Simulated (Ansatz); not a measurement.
InAg, space group Pm-3m: relaxations under a series of pressures, run with the Python package of Ansatz (0.2.0).

The script, `compress_inag.py`:
```python
# -*- coding: utf-8 -*-
"""Cell of InAg under pressure."""

import ansatz as az
import numpy as np

def edges_and_angles(cell):
    cell = np.asarray(cell)
    a, b, c = np.linalg.norm(cell, axis=1)
    cosines = cell[1] @ cell[2] / (b * c), cell[0] @ cell[2] / (a * c), cell[0] @ cell[1] / (a * b)
    return (a, b, c, *np.degrees(np.arccos(cosines)))


def main():
    inag = (
        az.Lattice.from_parameters(3.464789, 3.464789, 3.464789, alpha=90.0, beta=90.0, gamma=90.0)
        .atom("In", [0.5, 0.5, 0.5])
        .atom("Ag", [0.0, 0.0, 0.0])
    )

    job = (
        inag.calculation()
        .pseudopotentials("paw")
        .kpoints(7, 7, 7)
        .functional(az.Functional.PBESOL, dispersion="d4")
        .occupations("Fermi-Dirac")
        .mixing("broyden", ndim=12, beta=0.2)
        .basis(630, xc_grid=2)
    )

    # H = F + PV, with 1 GPa A^3 = 1/160.21766 eV
    rows = []
    for pressure in [-2, 0, 2, 5, 10]:
        outcome = job.relax(cell=True, pressure=pressure, force_tolerance=0.001).run(threads=1, pin="off")
        cell = outcome.lattice.cell_ang
        n_atoms = len(outcome.lattice.sites)
        volume = abs(np.linalg.det(cell)) / n_atoms
        enthalpy = outcome.report["free_energy_ev"] / n_atoms + pressure * volume / 160.21766
        rows.append((pressure, volume, enthalpy, *edges_and_angles(cell)))
        print(f"{pressure} GPa done: {volume:.4f} A^3/atom")

    print(" P (GPa)  V (A^3/atom)  H (eV/atom)     a       b       c")
    for row in rows:
        print("{:8.1f} {:12.4f} {:14.5f} {:7.4f} {:7.4f} {:7.4f}".format(*row[:6]))
    p, v = np.array([row[0] for row in rows], float), np.array([row[1] for row in rows])
    print("mean bulk modulus between rows (GPa):", np.round(-np.diff(p) / np.diff(np.log(v)), 1))


if __name__ == "__main__":
    main()
```

Its results, one of them left out:

| P (GPa) | relaxed V (Å³/atom) |
| --- | --- |
| -2 | 19.919 |
| 0 | 19.397 |
| 2 | 18.941 |
| 5 | 18.378 |
| 10 | ? |

What volume does the cell relax to at 10 GPa?

Murnaghan's form V = V0 (1 + B' P / B0)^(-1/B') through the 4 rows shown gives V0 = 19.393 Å³, B0 = 80.2 GPa and B' = 5.34, and so 17.625 Å³ an atom at 10 GPa. The run gave 17.644 Å³, 0.11 % away.

What to keep in mind:
- The settings weren't tested for convergence.
- At a fixed pressure a relaxation lowers the enthalpy F + PV, while F alone can rise.
- Dispersion corrections can be off by several per cent in the lattices of metals, and by several GPa in the pressure at a fixed cell.
- The mesh is modest for a metal, so energies can be off by several to tens of meV an atom and pressures by half a GPa or more; differences at equal mesh fare better.
- The structure comes from a database of computed cells and needn't be a stable or known phase.
- Symmetry holds the cell in this phase, whether or not it is the stable one at each pressure.
- Wall time of the script: 53 s on 1 thread of Arm Neoverse V1 (shared host), peak memory 0.43 GiB.
